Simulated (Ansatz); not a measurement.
Write a Python script for Ansatz 0.2.0, Python API that makes vertical and adiabatic energies of changing the electron count of BFH₂Se, SMILES FB[SeH]. Settings (for the species named): r2SCAN, def2-SVP basis, multiplicity 1.

```xyz
5

F    -0.5697   -1.2363    1.1800
B    -0.2761   -0.5722   -0.0894
Se    1.2971    0.6429   -0.2179
H    -0.8603   -0.7548   -1.0503
H     0.4589    1.8468    0.1362
```

`bfh2se.py`:
```python
'''Vertical and adiabatic ionisation of BFH2Se.'''

import itertools
import warnings

import ansatz as az
from ase.data import atomic_numbers, covalent_radii
import numpy as np

BASIS_SET = 'def2-SVP'
XC = 'r2SCAN'
NET_CHARGE = 1


def main() -> None:
    warnings.simplefilter('ignore', az.DeckWarning)

    mol = (
        az.Crystal.molecule()
        .atom('F', [-0.5697, -1.2363, 1.18])
        .atom('B', [-0.2761, -0.5722, -0.0894])
        .atom('Se', [1.2971, 0.6429, -0.2179])
        .atom('H', [-0.8603, -0.7548, -1.0503])
        .atom('H', [0.4589, 1.8468, 0.1362])
    )

    model = (
        mol.calculation()
        .basis(gaussian=BASIS_SET)
        .functional(XC)
        .accuracy('medium')
        .scf(lower_state_search='standard')
    )
    symbols = [site.symbol for site in mol.cartesian_sites]
    start = np.array([site.position_ang for site in mol.cartesian_sites], dtype=float)
    data = model.relax(force_tolerance=0.01).run(threads=1, backend='cpu').report
    end = np.array(data['positions_ang'])

    minimum = az.Crystal.molecule()
    for symbol, place in zip(symbols, end):
        minimum = minimum.atom(symbol, place.tolist())
    ion = (
        minimum.calculation()
        .basis(gaussian=BASIS_SET)
        .functional(XC)
        .accuracy('medium')
        .scf(lower_state_search='standard')
        .charge(NET_CHARGE)
        .spin('collinear', total=1)
    )
    vertical = ion.run(threads=1, backend='cpu').report
    settled = ion.relax(force_tolerance=0.01, max_steps=80).run(threads=1, backend='cpu').report
    print(f'vertical ionisation energy   {vertical["free_energy_ev"] - data["free_energy_ev"]:.3f} eV')
    print(f'adiabatic, no zero point     {settled["free_energy_ev"] - data["free_energy_ev"]:.3f} eV')
    print(f'relaxation energy of the ion {vertical["free_energy_ev"] - settled["free_energy_ev"]:.3f} eV')
    ionised = np.array(settled['positions_ang'])
    # pairs closer than 1.2 times the sum of covalent radii, before or after
    radius = [covalent_radii[atomic_numbers[s]] for s in symbols]
    span = lambda where, i, j: np.linalg.norm(where[i] - where[j])
    bonded = [(i, j) for i, j in itertools.combinations(range(len(symbols)), 2) if min(span(end, i, j), span(ionised, i, j)) < 1.2 * (radius[i] + radius[j])]
    print('pair        before    after (A)')
    for i, j in bonded:
        print(f'{symbols[i]}{i}-{symbols[j]}{j}'.ljust(10), f'{span(end, i, j):8.4f} {span(ionised, i, j):8.4f}')
    for first, second in list(itertools.combinations(bonded, 2)):
        shared = set(first) & set(second)
        if shared and symbols[(j := shared.pop())] != 'H':
            i, k = sorted((set(first) | set(second)) - {j})
            u, v = ionised[i] - ionised[j], ionised[k] - ionised[j]
            angle = np.degrees(np.arccos(np.clip(u @ v / np.linalg.norm(u) / np.linalg.norm(v), -1, 1)))
            print(f'final angle {symbols[i]}{i}-{symbols[j]}{j}-{symbols[k]}{k}: {angle:.2f} deg')


if __name__ == '__main__':
    main()
```

Running `python bfh2se.py` prints:
```text
vertical ionisation energy   10.239 eV
adiabatic, no zero point     9.937 eV
relaxation energy of the ion 0.302 eV
pair        before    after (A)
F0-B1        1.3242   1.2783
B1-Se2       1.9378   2.1131
B1-H3        1.2055   1.1985
Se2-H4       1.4688   1.4855
final angle F0-B1-Se2: 115.56 deg
final angle F0-B1-H3: 129.27 deg
final angle Se2-B1-H3: 115.16 deg
final angle B1-Se2-H4: 91.63 deg
```

Reading the output:
- The settings weren't tested for convergence.
- The energies are electronic: no zero-point or thermal terms, and the basis set is short of its limit. The product may relax into another structure. Each relaxation finds its nearest minimum, which needn't be the lowest.
- Hardware and time: 3.2 min on 1 thread of Arm Neoverse V1 (shared host), peak memory 0.26 GiB.
